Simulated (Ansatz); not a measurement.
# Hf3OF3: the cost of one run

Computed with Ansatz 0.2.0 (DFT PBE, scalar-relativistic, plane waves, PAW, unless a step's input says otherwise).

## Step 1: Starting point

The structure is cubic, space group Pm-3m (No. 221). Conventional cell: a = 4.759 Å, b = 4.759 Å, c = 4.759 Å, α = 90.00°, β = 90.00°, γ = 90.00°. Hf (site symmetry 4/mmm) is surrounded by 2 O at 2.38 Å and 4 F at 2.38 Å. O (site symmetry m-3m) has 6 Hf at 2.38 Å as nearest neighbours. F (site symmetry 4/mmm) is surrounded by 4 Hf at 2.38 Å.

Structure file:

```
Hf O F
1.0
     4.75868    0.00000    0.00000
     0.00000    4.75868    0.00000
     0.00000    0.00000    4.75868
Hf O F
3 1 3
Direct
  0.50000 0.00000 0.00000
  0.00000 0.50000 0.00000
  0.00000 0.00000 0.50000
  0.00000 0.00000 0.00000
  0.00000 0.50000 0.50000
  0.50000 0.00000 0.50000
  0.50000 0.50000 0.00000
```

A structure generator made this guess: species swapped into a database cell of Ca3AsBr3 (Pm-3m, No. 221), with Hf on the Ca sites, O on the As sites and F on the Br sites. Its size is a rough estimate.

## Step 2: Probe: one point on a coarse mesh

The input, input.yaml:

```yaml
crystal:
  lattice:
    - [4.75868174, 0.0, 0.0]
    - [0.0, 4.75868174, 0.0]
    - [0.0, 0.0, 4.75868174]
  atoms:
    - { symbol: Hf, position: [0.5, 0.0, 0.0] }
    - { symbol: Hf, position: [0.0, 0.5, 0.0] }
    - { symbol: Hf, position: [0.0, 0.0, 0.5] }
    - { symbol: O, position: [0.0, 0.0, 0.0] }
    - { symbol: F, position: [0.0, 0.5, 0.5] }
    - { symbol: F, position: [0.5, 0.0, 0.5] }
    - { symbol: F, position: [0.5, 0.5, 0.0] }
basis:
  ecutwfc: 420
kpoints:
  mp_grid: { grid: [4, 4, 4] }
hamiltonian:
  xc: pbe
scf:
  occupations: { method: gaussian, width: 0.1 }
  lower_state_search: "off"
output:
  forces: true
  stress: true
  eigenvalues: true
```

On the command line:

```sh
$ ansatz run input.yaml --threads 1 --pin off --max-ram 2048MiB --backend cpu --events-out ev --progress --plain --runs-dir out
```

**Question.** How long does this run take on 1 thread of AMD EPYC 7R43 (Zen 3), shared host, and how much memory does it need?

About 3.6 s, with a peak of 0.45 GiB.
